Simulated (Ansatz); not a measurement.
# C2H5FS2Si: the cost of one run

All numbers below are computed with Ansatz 0.2.0 (RKS PBE0/STO-3G).

## (1) Starting point

Bond lengths: F1–C2 1.365 Å, C2–C3 1.308 Å, C3–Si4 1.897 Å, C3–S5 1.746 Å, S5–S6 2.075 Å, C2–H7 1.068 Å, Si4–H8 1.498 Å, Si4–H9 1.403 Å, Si4–H10 1.506 Å, S6–H11 1.365 Å. Angles: F1–C2–C3 120.7°, F1–C2–H7 114.2°, C3–C2–H7 125.2°, C2–C3–Si4 125.4°, C2–C3–S5 121.8°, Si4–C3–S5 112.4°, C3–Si4–H8 107.9°, C3–Si4–H9 113.4°, C3–Si4–H10 109.4°, H8–Si4–H9 109.6°, H8–Si4–H10 105.7°, H9–Si4–H10 110.6°, C3–S5–S6 99.1°, S5–S6–H11 100.1°.

Structure file:

```xyz
11

F    -1.3734   -1.2766   -1.6462
C    -0.9577   -0.0143   -1.3334
C     0.0163    0.1752   -0.4813
Si    1.0266   -1.1952    0.3547
S     0.6414    1.7690   -0.1360
S    -0.9227    2.4921    1.0193
H    -1.4733    0.7589   -1.8602
H     0.2501   -2.4720    0.2440
H     2.3010   -1.3688   -0.2069
H     1.1311   -0.9097    1.8293
H    -0.5741    1.9844    2.2373
```

## (2) Relaxing end A

File input.yaml:

```yaml
crystal:
  periodic: [false, false, false]
  atoms:
    - { symbol: F, position_ang: [-1.3734, -1.2766, -1.6462] }
    - { symbol: C, position_ang: [-0.9577, -0.0143, -1.3334] }
    - { symbol: C, position_ang: [0.0163, 0.1752, -0.4813] }
    - { symbol: Si, position_ang: [1.0266, -1.1952, 0.3547] }
    - { symbol: S, position_ang: [0.6414, 1.769, -0.136] }
    - { symbol: S, position_ang: [-0.9227, 2.4921, 1.0193] }
    - { symbol: H, position_ang: [-1.4733, 0.7589, -1.8602] }
    - { symbol: H, position_ang: [0.2501, -2.472, 0.244] }
    - { symbol: H, position_ang: [2.301, -1.3688, -0.2069] }
    - { symbol: H, position_ang: [1.1311, -0.9097, 1.8293] }
    - { symbol: H, position_ang: [-0.5741, 1.9844, 2.2373] }
basis:
  gaussian: { orbitals: STO-3G }
hamiltonian:
  xc: pbe0
relax:
  f_tol: 0.015
  max_steps: 40
output:
  orbitals: {}
```

Run with:

```console
ansatz run input.yaml --threads 1 --pin off --max-ram 2048MiB --backend cpu --events-out ev --progress --plain --runs-dir out
```

Q: Estimate wall time and peak memory on 1 thread of Arm Neoverse V2, shared host.

About 98 s, with a peak of 0.16 GiB.
